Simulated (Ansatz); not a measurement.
TlMoS2:

```
CELL_PARAMETERS angstrom
1.93711 1.11839 7.03243
-1.93711 1.11839 7.03243
0.00000 -2.23678 7.03243
ATOMIC_POSITIONS crystal
Tl 0.50000 0.50000 0.50000
Mo 0.00000 0.00000 0.00000
S 0.26670 0.26670 0.26670
S 0.73330 0.73330 0.73330
```

The cell comes from a database or a generator and needn't be the stable form of this composition.

Base run:

* Program: Ansatz 0.2.0
* Functional: PBEsol
* Potentials or basis: Ansatz PAW
* Cutoff: 420 eV
* Density cutoff: 1680 eV
* k mesh: 6 × 6 × 6
* Occupations: gaussian, width 0.05 eV
* Spin: collinear spin, ferromagnetic start
* Starting moments: [0.0, 1.0, 0.0, 0.0] μB
* Hubbard terms: Mo d U = 2 eV

Its results: band gap on the k mesh 0.54 eV, indirect (least direct gap 0.87 eV); pressure -5.6 GPa; net moment 3.00 μB per cell; site moments Tl -0.01; Mo +2.31; S -0.03 μB; largest force 1.259 eV/Å.

The run is repeated on the same cell with these changes: hubbard terms from Mo d U = 2 eV to Mo d U = 8 eV. What comes out?

Band gap on the k mesh 0.05 eV, indirect (least direct gap 0.84 eV); pressure -1.4 GPa; net moment 3.00 μB per cell; site moments Tl -0.04; Mo +2.70; S -0.21 μB; largest force 0.619 eV/Å.

Caveats: the magnetic or orbital state may not be the lowest; spin-orbit coupling is left out, which as a rule narrows the gap of such compounds by several tenths of an eV; the PAW data sets come from PBE, with cores solved anew for the run's functional, which leaves a small shift of forces and pressure; forces of over 1 eV/Å show positions far from the minimum, so gaps and moduli don't describe the material at rest (some runs).

A k mesh can miss the band edges.

Not every run made on this cell is shown here.
